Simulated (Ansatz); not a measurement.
# Al9N9 wurtzite bond sphere (Al9N9H26): one molecule under many settings

Aim: run Al9N9 wurtzite bond sphere (Al9N9H26) under a spread of inputs, and see what each costs and gives.

The runs use Ansatz 0.2.0, Gaussian basis; the settings change from run to run.

## (1) The molecule

The structure was relaxed beforehand with PBE-D4/def2-SVP.

44 atoms, charge 0, spin multiplicity 1.

Atoms are counted from 1 here; the program's logs count them from 0.

Bond lengths: N1–Al2 1.945 Å, N1–Al10 1.972 Å, N1–H19 1.032 Å, N1–H20 1.042 Å, Al2–N3 2.001 Å, Al2–N5 1.894 Å, Al2–H21 1.596 Å, N3–Al7 1.933 Å, N3–H22 1.032 Å, N3–H23 1.044 Å, Al4–N5 1.965 Å, Al4–N12 1.929 Å, Al4–H24 1.623 Å, Al4–H25 1.623 Å, N5–Al6 1.893 Å, N5–Al14 1.876 Å, Al6–N8 2.001 Å, Al6–N9 1.945 Å and more. Angles: Al2–N1–Al10 116.7°, Al2–N1–H19 110.8°, Al2–N1–H20 108.8°, Al10–N1–H19 110.4°, Al10–N1–H20 104.6°, H19–N1–H20 104.6°, N1–Al2–N3 100.2°, N1–Al2–N5 108.5°, N1–Al2–H21 116.5°, N3–Al2–N5 101.5°, N3–Al2–H21 105.5°, N5–Al2–H21 121.2°, Al2–N3–Al7 115.9°, Al2–N3–H22 110.8°, Al2–N3–H23 106.2°, Al7–N3–H22 112.7°, Al7–N3–H23 104.5°, H22–N3–H23 105.8° and more.

## (2) B2PLYP/def2-SVPD

Options: density fitting with def2-universal-jkfit, the search for lower states set to full.

in.yaml reads:

```yaml
crystal:
  periodic: [false, false, false]
  atoms:
    - {symbol: N, position_ang: [0.856731, -3.101325, -0.334638]}
    - {symbol: Al, position_ang: [-0.847914, -2.291203, 0.135039]}
    - {symbol: N, position_ang: [-0.672644, -2.228431, 2.127348]}
    - {symbol: Al, position_ang: [-0.850807, -0.492824, -2.270839]}
    - {symbol: N, position_ang: [-0.781978, -0.451247, -0.307264]}
    - {symbol: Al, position_ang: [-2.408640, 0.411895, 0.133371]}
    - {symbol: Al, position_ang: [-0.835341, -0.479967, 2.936077]}
    - {symbol: N, position_ang: [-2.267831, 0.534422, 2.125494]}
    - {symbol: N, position_ang: [-2.256756, 2.292643, -0.338207]}
    - {symbol: Al, position_ang: [2.472939, -2.269045, 0.430747]}
    - {symbol: Al, position_ang: [2.381981, -0.536284, -2.279840]}
    - {symbol: N, position_ang: [0.761577, 0.437612, -2.776682]}
    - {symbol: N, position_ang: [2.310647, -0.485733, -0.297301]}
    - {symbol: Al, position_ang: [0.766647, 0.442853, 0.258344]}
    - {symbol: N, position_ang: [0.730921, 0.423191, 2.234159]}
    - {symbol: Al, position_ang: [0.728413, 2.328262, -2.281219]}
    - {symbol: N, position_ang: [0.735052, 2.243920, -0.298455]}
    - {symbol: Al, position_ang: [-0.728611, 3.276253, 0.428565]}
    - {symbol: H, position_ang: [0.846808, -4.114780, -0.140499]}
    - {symbol: H, position_ang: [0.989336, -3.032019, -1.365641]}
    - {symbol: H, position_ang: [-2.152794, -3.164192, -0.151360]}
    - {symbol: H, position_ang: [-1.284485, -2.930845, 2.570555]}
    - {symbol: H, position_ang: [0.304324, -2.525770, 2.343007]}
    - {symbol: H, position_ang: [-0.825139, -2.078229, -2.616527]}
    - {symbol: H, position_ang: [-2.210875, 0.320716, -2.620233]}
    - {symbol: H, position_ang: [-3.817555, -0.280884, -0.153920]}
    - {symbol: H, position_ang: [-0.938263, -0.537816, 4.528633]}
    - {symbol: H, position_ang: [-3.181943, 0.356258, 2.569135]}
    - {symbol: H, position_ang: [-2.036725, 1.529613, 2.339307]}
    - {symbol: H, position_ang: [-2.128387, 2.371821, -1.369040]}
    - {symbol: H, position_ang: [-3.139539, 2.791364, -0.146343]}
    - {symbol: H, position_ang: [3.818062, -3.037483, 0.032617]}
    - {symbol: H, position_ang: [2.135414, -2.205692, 2.043000]}
    - {symbol: H, position_ang: [2.172326, -2.102169, -2.669090]}
    - {symbol: H, position_ang: [3.719036, 0.211581, -2.760878]}
    - {symbol: H, position_ang: [0.778874, 0.447180, -3.813689]}
    - {symbol: H, position_ang: [3.158423, 0.040005, -0.024966]}
    - {symbol: H, position_ang: [1.584017, -0.043589, 2.585597]}
    - {symbol: H, position_ang: [0.753012, 1.395873, 2.584235]}
    - {symbol: H, position_ang: [-0.731943, 2.929725, -2.672128]}
    - {symbol: H, position_ang: [2.045184, 3.111227, -2.761816]}
    - {symbol: H, position_ang: [1.614338, 2.715197, -0.026305]}
    - {symbol: H, position_ang: [-0.844109, 2.952487, 2.040891]}
    - {symbol: H, position_ang: [-0.721775, 4.825441, 0.030788]}
basis:
  gaussian: {orbitals: def2-SVPD, fitting: {mean_field: def2-universal-jkfit}}
hamiltonian: {xc: {name: B2PLYP}}
scf: {lower_state_search: full}
```

Launch:

```console
$ ansatz run in.yaml --threads 2 --pin off --events-out ev --progress --plain --max-ram 32768MiB --backend cuda --devices 0, --max-vram 18GiB
```

What it wrote:

```text
Functional definition: B2PLYP
  name "B2PLYP"
  cite "Grimme, J. Chem. Phys. 124, 034108 (2006) doi:10.1063/1.2148954"
  cite "Becke, Phys. Rev. A 38, 3098 (1988) doi:10.1103/PhysRevA.38.3098"
  cite "Lee, Yang & Parr, Phys. Rev. B 37, 785 (1988) doi:10.1103/PhysRevB.37.785"
  parameter a = 0.53
  parameter c = 0.27
  exchange = (1 - a)*b88_x + a*exact_x
  correlation = (1 - c)*lyp_c + c*(mp2_os + mp2_ss)
2313 factors; integrals over basis functions are off by at most 3.3e-1 eV
mean field evaluation 1: about -73111.7078 eV, gradient 1.2e2 eV
mean field evaluation 2: about -73111.7153 eV, gradient 1.2e2 eV
mean field evaluation 4: about -73137.7861 eV, gradient 1.3e1 eV
mean field evaluation 8: about -73138.2292 eV, gradient 2.5e-1 eV
mean field evaluation 16: about -73138.2294 eV, gradient 4.2e-5 eV
mean field -73138.22937430 eV, -2687.7803546329 hartree, gradient 3.6e-6 eV, S^2 0.000000; 0 other end points of the search recorded, 0 dependent functions left out
54 core orbitals not correlated: weight in the atoms' cores, before any rotation towards them, 1.000 or more for the frozen orbitals, at most 0.000 for the correlated occupied ones
reference -73138.22976703 eV, -2687.7803690657 hartree; 49, 49 occupied and 501, 501 virtual orbitals, 2313 factors
second order -79.20513161 eV of doubles, -0.00000000 eV of singles
Total energy: -73159.61515257 eV, -2688.5662674886 hartree
```

Wall time 11 s (1 × H100 (card shared with other runs) with 2 threads of AMD EPYC 7R13, shared host); peak host memory 3.9 GiB.

## (3) B3LYP5/6-31G*

in.yaml, as its differences from that of step 2:

```diff
@@ -48,4 +48,4 @@
 basis:
-  gaussian: {orbitals: def2-SVPD, fitting: {mean_field: def2-universal-jkfit}}
-hamiltonian: {xc: {name: B2PLYP}}
-scf: {lower_state_search: full}
+  gaussian: {orbitals: "6-31G*"}
+hamiltonian: {xc: {name: B3LYP5}}
+output: {forces: true}
```

Launched as before.

What it wrote, cut to the lines that bear on the results:

```text
Functional definition: B3LYP5
  name "B3LYP5"
  cite "Stephens, Devlin, Chabalowski & Frisch, J. Phys. Chem. 98, 11623 (1994) doi:10.1021/j100096a001"
  cite "Becke, Phys. Rev. A 38, 3098 (1988) doi:10.1103/PhysRevA.38.3098"
  cite "Lee, Yang & Parr, Phys. Rev. B 37, 785 (1988) doi:10.1103/PhysRevB.37.785"
  cite "Vosko, Wilk & Nusair, Can. J. Phys. 58, 1200 (1980) doi:10.1139/p80-159"
[...]
3541 factors; integrals over basis functions are off by at most 7.8e-4 eV
[...]
mean field -73208.60671463 eV, -2690.3666741868 hartree, gradient 4.2e-5 eV, S^2 0.000000; 0 other end points of the search recorded, 0 dependent functions left out
[...]
reference -73208.60728375 eV, -2690.3666951016 hartree; 103, 103 occupied and 255, 255 virtual orbitals, 3541 factors
Total energy: -73208.60728375 eV, -2690.3666951016 hartree
[...]
Atom 34 at     3.719036     0.211581    -2.760878 Å, force    -0.111520    -0.080619     0.050391 eV/Å
Atom 35 at     0.778874     0.447180    -3.813689 Å, force    -0.009105    -0.004781     0.324003 eV/Å
Atom 36 at     3.158423     0.040005    -0.024966 Å, force    -0.265468    -0.173223    -0.097202 eV/Å
Atom 37 at     1.584017    -0.043589     2.585597 Å, force    -0.331432     0.185779    -0.116284 eV/Å
Atom 38 at     0.753012     1.395873     2.584235 Å, force    -0.004303    -0.379962    -0.114306 eV/Å
Atom 39 at    -0.731943     2.929725    -2.672128 Å, force     0.213515    -0.049079     0.000807 eV/Å
Atom 40 at     2.045184     3.111227    -2.761816 Å, force    -0.124129    -0.054972     0.049601 eV/Å
Atom 41 at     1.614338     2.715197    -0.026305 Å, force    -0.283665    -0.143142    -0.097120 eV/Å
Atom 42 at    -0.844109     2.952487     2.040891 Å, force     0.047987     0.098345    -0.185125 eV/Å
Atom 43 at    -0.721775     4.825441     0.030788 Å, force    -0.004610    -0.140812     0.053284 eV/Å
Dipole moment:    -0.539621    -0.310468     1.625348 e Å
```

Run time: 13 s. Hardware: 1 × H100 (card shared with other runs) with 2 threads of AMD EPYC 7R13, shared host; peak host memory 1.4 GiB.

Largest force 0.521 eV/Å, dipole 8.36 D.

## (4) wPBEh/def2-SVP

Set apart from the defaults: density fitting with def2-universal-jkfit.

in.yaml, as its differences from that of step 3:

```diff
@@ -48,4 +48,3 @@
 basis:
-  gaussian: {orbitals: "6-31G*"}
-hamiltonian: {xc: {name: B3LYP5}}
-output: {forces: true}
+  gaussian: {orbitals: def2-SVP, fitting: {mean_field: def2-universal-jkfit}}
+hamiltonian: {xc: {name: wPBEh}}
```

Same command.

What it wrote, cut to the lines that bear on the results:

```text
Functional definition: wPBEh
  name "wPBEh"
  cite "Heyd, Scuseria & Ernzerhof, J. Chem. Phys. 118, 8207 (2003) doi:10.1063/1.1564060"
  cite "Krukau, Vydrov, Izmaylov & Scuseria, J. Chem. Phys. 125, 224106 (2006) doi:10.1063/1.2404663"
  cite "Heyd & Scuseria, J. Chem. Phys. 120, 7274 (2004) doi:10.1063/1.1668634"
  cite "Ernzerhof & Perdew, J. Chem. Phys. 109, 3313 (1998) doi:10.1063/1.476928"
  cite "Perdew, Burke & Ernzerhof, Phys. Rev. Lett. 77, 3865 (1996) doi:10.1103/PhysRevLett.77.3865"
  parent pbe
[...]
2313 factors; integrals over basis functions are off by at most 3.3e-1 eV
2313 factors; integrals over basis functions are off by at most 1.8e-7 eV
[...]
mean field -73161.63773292 eV, -2688.6405959458 hartree, gradient 3.0e-5 eV, S^2 0.000000; 0 other end points of the search recorded, 0 dependent functions left out
reference -73161.63782004 eV, -2688.6405991471 hartree; 103, 103 occupied and 315, 315 virtual orbitals, 2313 factors
Total energy: -73161.63782004 eV, -2688.6405991471 hartree
```

Run time: 10 s. Hardware: 1 × H100 (card shared with other runs) with 2 threads of AMD EPYC 7R13, shared host; peak host memory 0.92 GiB.

## (5) B97M-V/def2-SVP

Options: unrestricted orbitals, coordinates scaled by 0.96, density fitting with def2-universal-jkfit, the search for lower states set to off.

in.yaml reads:

```yaml
crystal:
  periodic: [false, false, false]
  atoms:
    - {symbol: N, position_ang: [0.822462, -2.977272, -0.321252]}
    - {symbol: Al, position_ang: [-0.813998, -2.199555, 0.129638]}
    - {symbol: N, position_ang: [-0.645738, -2.139294, 2.042254]}
    - {symbol: Al, position_ang: [-0.816774, -0.473111, -2.180005]}
    - {symbol: N, position_ang: [-0.750699, -0.433197, -0.294974]}
    - {symbol: Al, position_ang: [-2.312294, 0.395419, 0.128037]}
    - {symbol: Al, position_ang: [-0.801927, -0.460768, 2.818634]}
    - {symbol: N, position_ang: [-2.177118, 0.513046, 2.040474]}
    - {symbol: N, position_ang: [-2.166485, 2.200938, -0.324679]}
    - {symbol: Al, position_ang: [2.374022, -2.178284, 0.413517]}
    - {symbol: Al, position_ang: [2.286702, -0.514833, -2.188647]}
    - {symbol: N, position_ang: [0.731114, 0.420107, -2.665615]}
    - {symbol: N, position_ang: [2.218221, -0.466304, -0.285409]}
    - {symbol: Al, position_ang: [0.735981, 0.425139, 0.248010]}
    - {symbol: N, position_ang: [0.701685, 0.406263, 2.144793]}
    - {symbol: Al, position_ang: [0.699277, 2.235131, -2.189970]}
    - {symbol: N, position_ang: [0.705650, 2.154163, -0.286517]}
    - {symbol: Al, position_ang: [-0.699466, 3.145203, 0.411422]}
    - {symbol: H, position_ang: [0.812936, -3.950188, -0.134879]}
    - {symbol: H, position_ang: [0.949763, -2.910739, -1.311015]}
    - {symbol: H, position_ang: [-2.066683, -3.037624, -0.145306]}
    - {symbol: H, position_ang: [-1.233105, -2.813611, 2.467733]}
    - {symbol: H, position_ang: [0.292151, -2.424739, 2.249287]}
    - {symbol: H, position_ang: [-0.792134, -1.995100, -2.511866]}
    - {symbol: H, position_ang: [-2.122440, 0.307887, -2.515424]}
    - {symbol: H, position_ang: [-3.664853, -0.269649, -0.147763]}
    - {symbol: H, position_ang: [-0.900733, -0.516303, 4.347487]}
    - {symbol: H, position_ang: [-3.054665, 0.342008, 2.466370]}
    - {symbol: H, position_ang: [-1.955256, 1.468429, 2.245735]}
    - {symbol: H, position_ang: [-2.043251, 2.276948, -1.314278]}
    - {symbol: H, position_ang: [-3.013957, 2.679709, -0.140489]}
    - {symbol: H, position_ang: [3.665339, -2.915984, 0.031313]}
    - {symbol: H, position_ang: [2.049998, -2.117465, 1.961280]}
    - {symbol: H, position_ang: [2.085433, -2.018082, -2.562326]}
    - {symbol: H, position_ang: [3.570275, 0.203117, -2.650443]}
    - {symbol: H, position_ang: [0.747719, 0.429292, -3.661141]}
    - {symbol: H, position_ang: [3.032086, 0.038405, -0.023968]}
    - {symbol: H, position_ang: [1.520656, -0.041846, 2.482173]}
    - {symbol: H, position_ang: [0.722891, 1.340038, 2.480866]}
    - {symbol: H, position_ang: [-0.702665, 2.812536, -2.565243]}
    - {symbol: H, position_ang: [1.963376, 2.986778, -2.651343]}
    - {symbol: H, position_ang: [1.549765, 2.606589, -0.025252]}
    - {symbol: H, position_ang: [-0.810344, 2.834388, 1.959255]}
    - {symbol: H, position_ang: [-0.692904, 4.632423, 0.029556]}
basis:
  gaussian: {orbitals: def2-SVP, fitting: {mean_field: def2-universal-jkfit}}
magnetization: {spin_polarized: true, initial_magnetization: 0}
hamiltonian: {xc: {name: B97M-V}}
scf: {lower_state_search: off}
```

Launched as before.

What it wrote, cut to the lines that bear on the results:

```text
Functional definition: B97M-V
  name "B97M-V"
  cite "Mardirossian & Head-Gordon, J. Chem. Phys. 142, 074111 (2015) doi:10.1063/1.4907719"
  cite "Becke, J. Chem. Phys. 107, 8554 (1997) doi:10.1063/1.475007"
  cite "Vydrov & Van Voorhis, J. Chem. Phys. 133, 244103 (2010) doi:10.1063/1.3521275"
  # Of w^i u^j: cxij and so on, Table III.
[...]
  gx(w, u) = cx00 + cx01*u + cx02*u^2 + (cx10 + cx11*u)*w
  gss(w, u) = css00 + css02*u^2 + css10*w + (css32*w^3 + css42*w^4)*u^2
  gos(w, u) = cos00 + cos01*u + cos03*u^3 + cos10*w + cos32*w^3*u^2
[...]
      + integral(e_c_pw_mod_opposite_spin*gos(b97_w_opposite, b97_u_opposite)) + vv10(b, c)
[...]
2313 factors; integrals over basis functions are off by at most 3.0e-1 eV
[...]
mean field -73184.29023913 eV, -2689.4730601944 hartree, gradient 2.7e-6 eV, S^2 0.000000; 0 other end points of the search recorded, 0 dependent functions left out
reference -73184.29036891 eV, -2689.4730649639 hartree; 103, 103 occupied and 315, 315 virtual orbitals, 2313 factors
Total energy: -73184.29036891 eV, -2689.4730649639 hartree
Checks for a lower state left out: stability, starts, cluster_reference, orbital_swaps, neighbouring_geometries, increment
```

Wall time 11 s (1 × H100 (card shared with other runs) with 2 threads of AMD EPYC 7R13, shared host); peak host memory 1.1 GiB.

⟨S²⟩ 0.000.

## (6) The runs in one table

```csv
level,charge,multiplicity,geometry,functions,energy (eV),time
B2PLYP/def2-SVPD,0,1,relaxed,604,-73159.615,11 s
B3LYP5/6-31G*,0,1,relaxed,358,-73208.607,13 s
wPBEh/def2-SVP,0,1,relaxed,418,-73161.638,10 s
B97M-V/def2-SVP,0,1,scaled,418,-73184.290,11 s
```

## (7) What came out

| quantity | value |
| --- | --- |
| runs | 4 |
| quickest | wPBEh/def2-SVP, 10 s |
| slowest | B3LYP5/6-31G*, 13 s |
| spread of total energies, same state and geometry | 49.0 eV |

What this shows: The times lie within a factor of two. The totals spread over 49 eV; they can't be compared across methods or bases. At the PBE-D4/def2-SVP geometry and in the same state, runs without warnings or point charges leave forces up to 0.52 eV/Å (B3LYP5/6-31G*).
